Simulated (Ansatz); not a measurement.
Runs of Ansatz 0.2.0 on CsLiCr2Te2S3. The structure is trigonal, space group P3m1 (No. 156). The conventional cell has a = 3.604 Å, b = 3.604 Å, c = 19.067 Å, α = 90.00°, β = 90.00°, γ = 120.00°. Cs (site symmetry 3m) is surrounded by 3 S at 3.38 Å and 6 Cs at 3.60 Å and 3 Te at 3.77 Å. Around Li (site symmetry 3m) lie 6 S at 2.63 to 2.66 Å. Around Cr (site symmetry 3m) lie 3 S at 2.40 Å and 3 Te at 2.74 Å. Around Cr (site symmetry 3m) lie 6 S at 2.43 to 2.45 Å. Around Te (site symmetry 3m) lie 6 Te at 3.60 Å and 3 Cs at 3.77 Å. Te (site symmetry 3m) is surrounded by 3 Cr at 2.74 Å. Around S (site symmetry 3m) lie 3 Cr at 2.45 Å and 3 Li at 2.63 Å. S (site symmetry 3m) is surrounded by 3 Cr at 2.40 Å and 3 Li at 2.66 Å. The cell was built by a generator and needn't be a form met in nature.

| task | level | spin | cell | k mesh | cutoff (eV) | points for each segment of the path | gap on the mesh (eV) | pressure (GPa) | moment (μB) | relaxed volume (Å³/atom) | largest force (eV/Å) |
| --- | --- | --- | --- | --- | --- | --- | --- | --- | --- | --- | --- |
| band structure | revPBE | collinear, ferromagnetic start | as given | 9 × 9 × 2 | 420 | 10 | none | 1.6 | 5.65 | - | (a) |
| band structure | RPBE | collinear, ferromagnetic start | as given | 9 × 9 × 2 | 420 | 10 | none | 2.1 | 5.65 | - | 0.14 |
| relaxation of cell and atoms | revPBE | collinear, ferromagnetic start | relaxed | 6 × 6 × 1 | 420 | - | none | 0.0 | (c) | 26.95 | - |
| band structure | r2SCAN | non-collinear, ferromagnetic start, SOC | as given | 6 × 6 × 1 | 500 | 10 | none | 0.3 | 5.88 | - | 0.26 |
| relaxation of cell and atoms | RPBE | collinear, ferromagnetic start | relaxed | 6 × 6 × 1 | 420 | - | none | 0.0 | 5.73 | (b) | - |

Alike in all rows: potentials or basis Ansatz PAW; smearing fermi-dirac 0.05 eV.

**Question.** Estimate the missing entries.

**Answer.** (a) 0.09; (b) 26.54; (c) 5.71.

Caveats: the PAW data sets come from PBE, with cores solved anew for the run's functional, which leaves a small shift of forces and pressure; spin-orbit coupling is left out, which moves the levels of the heavy elements (some runs); the plane-wave basis is chosen anew once the cell has moved, so the energies of steps on either side of that aren't comparable (some runs); the magnetic or orbital state may not be the lowest (some runs).

A k mesh can miss the band edges, and rows without SOC leave out spin-orbit coupling on Cs, Te.

A gap of «none» marks a metal or a gap under the smearing width.

Runs at the PBE level aren't shown here.
